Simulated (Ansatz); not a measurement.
# YSb: relaxation and properties

An exercise on one series of results from a longer session: the logs are not shown, and one member is left open.

The COD entry's cell or inner coordinates are ideal or old and differ from later refinements, so a difference from it is no clean test against experiment.

Computed with Ansatz 0.2.0 (DFT r2SCAN, scalar-relativistic, plane waves, PAW, unless a step's input says otherwise).

### The starting structure

Symmetry: Fm-3m, No. 225, cubic system. Conventional cell: a = 6.190 Å, b = 6.190 Å, c = 6.190 Å, α = 90.00°, β = 90.00°, γ = 90.00°. Y (site symmetry m-3m) is surrounded by 6 Sb at 3.10 Å. Sb (site symmetry m-3m) is surrounded by 6 Y at 3.10 Å.

Coordinates:

```
Y Sb
1.0
     0.00000    3.09500    3.09500
     3.09500    0.00000    3.09500
     3.09500    3.09500    0.00000
Y Sb
1 1
Direct
  0.50000 0.50000 0.50000
  0.00000 0.00000 0.00000
```

Source of the structure: the Crystallography Open Database.

Set-up of the first run:

(A quick probe on a coarse mesh, which set the mesh and smearing, is not shown.)

input.yaml reads:

```yaml
crystal:
  lattice:
    - [0.0, 3.095, 3.095]
    - [3.095, 0.0, 3.095]
    - [3.095, 3.095, 0.0]
  atoms:
    - { symbol: "Y", position: [0.5, 0.5, 0.5] }
    - { symbol: Sb, position: [0.0, 0.0, 0.0] }
basis:
  ecutwfc: 500
kpoints:
  mp_grid: { grid: [12, 12, 12] }
hamiltonian:
  xc: r2scan
scf:
  occupations: { method: gaussian, width: 0.1 }
output:
  forces: true
  stress: true
  eigenvalues: true
  write_density: true
  write_potential: true
  elf: true
  volumetric_format: npy
relax:
  adjacent_minimum: "off"
  f_tol: 0.005
  max_steps: 80
  cell: { stress_tol: 0.05 }
```

Launch:

```
ansatz run input.yaml --threads 2 --pin off --max-ram 5120MiB --backend cpu --events-out ev --progress --plain --runs-dir out
```

Steps of the session up to this table: Relaxing cell and atoms; Electronic structure at the relaxed geometry; The cell scaled to 0.97 of its volume; Point at V/V0 = 1.03; The cell scaled to 0.94 of its volume; Volume × 1.06.

One table of the session follows, with a row left open; its other results are not shown here.

It belongs to the step «Energy against volume». 

```
volume (Å³/atom)  energy above the lowest point (meV/atom)  pressure (GPa)
          28.131                                      23.4            4.42
          29.029                                         ?               ?
          29.927                                       0.0           -0.01
          30.824                                       5.1           -1.77
          31.722                                      19.3           -3.29
```

Estimate the missing values for volume (Å³/atom) = 29.029.

Worked estimate for «energy above the lowest point (meV/atom)». A straight line through the neighbours (28.131, 23.4) and (29.927, 0.0) gives 23.4 + (0.0 − 23.4) × (29.029 − 28.131) / (29.927 − 28.131) = 11.7; a parabola fitted to 3 rows on both sides gives 6.1.

**Answer.** energy above the lowest point (meV/atom): 5.5; pressure (GPa): 2.04. In «energy above the lowest point (meV/atom)» the line misses by +6.2 and the parabola by +0.6.
